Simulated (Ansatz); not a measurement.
# AuH8NOSi2: ionisation energy by level of theory

An exercise on one series of results from a longer session: the logs are not shown, and one member is left open.

Method: unrestricted cation, the program's frozen cores in correlated methods; program: Ansatz 0.2.0, Gaussian basis.

The runs, in order: UKS PBE-D4/def2-TZVPP; UKS r2SCAN-D4/def2-TZVPP; UKS PBE0-D4/def2-TZVPP; UKS B3LYP-D4/def2-TZVPP; UKS wB97X-V/def2-TZVPP; UKS wB97M-V/def2-TZVPP; UKS B2PLYP/def2-TZVPP; UHF-CCSD(T)/def2-TZVPP; UHF-MP2/def2-QZVPP; extrapolation to the limit; then −ε(HOMO) from the neutral's earlier runs with LDA (SPW92), PBE-D4, revPBE-D4, BLYP-D4, r2SCAN-D4, B97M-V, PBE0-D4, B3LYP-D4, r2SCANh-D4, r2SCAN0-D4, HSE06-D4, BHLYP-D4, CAM-B3LYP-D4, LC-ωPBE, ωB97X-V, ωB97M-V.

### Structure used throughout

All runs share one geometry, relaxed beforehand with PBE0-D4 in a triple-zeta def2 set. Au takes the def2 core potential; no spin-orbit term is included.

SMILES `[OH2+][Au-][N]([SiH3])[SiH3]`, 13 atoms, charge 0, spin multiplicity 1.

Atoms are counted from 1 here; the program's logs count them from 0.

Bond lengths: O1–Au2 2.140 Å, O1–H6 0.963 Å, O1–H7 0.963 Å, Au2–N3 1.970 Å, N3–Si4 1.712 Å, N3–Si5 1.711 Å, Si4–H8 1.492 Å, Si4–H9 1.493 Å, Si4–H10 1.493 Å, Si5–H11 1.491 Å, Si5–H12 1.493 Å, Si5–H13 1.494 Å. Angles: Au2–O1–H6 111.7°, Au2–O1–H7 111.7°, H6–O1–H7 107.2°, O1–Au2–N3 179.7°, Au2–N3–Si4 115.9°, Au2–N3–Si5 115.5°, Si4–N3–Si5 128.6°, N3–Si4–H8 108.7°, N3–Si4–H9 112.8°, N3–Si4–H10 112.9°, H8–Si4–H9 108.1°, H8–Si4–H10 108.1°, H9–Si4–H10 106.1°, N3–Si5–H11 109.0°, N3–Si5–H12 112.8°, N3–Si5–H13 112.9°, H11–Si5–H12 108.0°, H11–Si5–H13 108.0° and more.

The first run:

The input, in.yaml:

```yaml
crystal:
  periodic: [false, false, false]
  atoms:
    - {symbol: O, position_ang: [-1.287048, 2.988521, -1.359941]}
    - {symbol: Au, position_ang: [-0.495315, 1.193711, -0.504470]}
    - {symbol: N, position_ang: [0.236641, -0.452678, 0.290946]}
    - {symbol: Si, position_ang: [1.074119, -0.258908, 1.771424]}
    - {symbol: Si, position_ang: [-0.042162, -1.887445, -0.598316]}
    - {symbol: H, position_ang: [-2.240402, 2.932695, -1.485114]}
    - {symbol: H, position_ang: [-0.896956, 3.175950, -2.220358]}
    - {symbol: H, position_ang: [1.550595, -1.595504, 2.230932]}
    - {symbol: H, position_ang: [0.219336, 0.324059, 2.847408]}
    - {symbol: H, position_ang: [2.260290, 0.639939, 1.653878]}
    - {symbol: H, position_ang: [0.562999, -3.036988, 0.134193]}
    - {symbol: H, position_ang: [-1.494621, -2.175636, -0.792786]}
    - {symbol: H, position_ang: [0.552534, -1.847716, -1.967797]}
basis:
  gaussian: {orbitals: def2-TZVPP}
total_charge: 1
magnetization: {spin_polarized: true, initial_magnetization: 1}
hamiltonian: {xc: pbe, dispersion: d4}
```

Run with:

```sh
> ansatz run in.yaml --threads 2 --pin off --events-out ev --progress --plain --max-ram 22528MiB --backend cuda --devices 0, --max-vram 18GiB
```

Steps of the session up to this table: Cation, UKS PBE-D4/def2-TZVPP; Cation, UKS r2SCAN-D4/def2-TZVPP; Cation, UKS PBE0-D4/def2-TZVPP; Cation, UKS B3LYP-D4/def2-TZVPP; Cation, UKS wB97X-V/def2-TZVPP; Cation, UKS wB97M-V/def2-TZVPP; Cation, UKS B2PLYP (frozen core)/def2-TZVPP; Cation, UHF-CCSD(T)/def2-TZVPP; Cation, UHF-MP2/def2-QZVPP.

One of the session's tables, all rows but one given; the rest of the session is left out.

It belongs to the step «Ionisation energies side by side». Orbital estimates, from the neutral's runs:

```
  functional  −ε(HOMO) (eV)
 LDA (SPW92)           5.20
      PBE-D4           5.06
   revPBE-D4           5.00
     BLYP-D4           4.94
   r2SCAN-D4           5.28
      B97M-V           5.43
     PBE0-D4           6.27
    B3LYP-D4           6.07
  r2SCANh-D4           5.75
  r2SCAN0-D4           6.44
    HSE06-D4           5.87
    BHLYP-D4           7.41
CAM-B3LYP-D4              ?
     LC-ωPBE           8.83
     ωB97X-V           8.55
     ωB97M-V           8.49
```

**Question.** Estimate the row for CAM-B3LYP-D4.

**Answer.** −ε(HOMO) (eV): 7.57. In the column «−ε(HOMO) (eV)» it lies between BHLYP-D4 (7.41) and ωB97M-V (8.49).
